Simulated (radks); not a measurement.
**Sc³⁺ in [Ar]: an all-electron calculation**

The task here is to estimate one member of a computed series from the others.

Method: non-relativistic Kohn-Sham, SCAN, spin-unpolarised, spherical densities, point nucleus. Code: radks (a radial shooting solver on a logarithmic mesh, Libxc functionals) version 1.

## Starting point

- element: scandium (Z = 21)
- charge: +3
- electrons: 18
- configuration: [Ar]

The outer shells:

Sc³⁺
```
[Ne] core
3s [↑↓]
3p [↑↓][↑↓][↑↓]
```

Set-up of the first run:

Input:

```text
Z 21
configuration [Ar]
relativity non-relativistic
functional scan,scan
spin unpolarised
nucleus point
```

One of the session's tables, all rows but one given; the rest of the session is left out.

It belongs to the step «Radial structure». From the orbitals of this run (lengths in bohr):

```
level      <r>  outermost maximum (interpolated)  90 % within  nodes
   1s  0.07362                            0.0484        0.131      0
   2s   0.3449                             0.285        0.536      1
   2p        ?                                 ?            ?      ?
   3s    1.063                             0.926         1.58      2
   3p    1.130                             0.959         1.72      1
```

Estimate the missing values for 2p.

**Answer.** <r>: 0.3081; outermost maximum (interpolated): 0.233; 90 % within: 0.506; nodes: 0. In the column «<r>» it lies between 1s (0.07362) and 2s (0.3449).
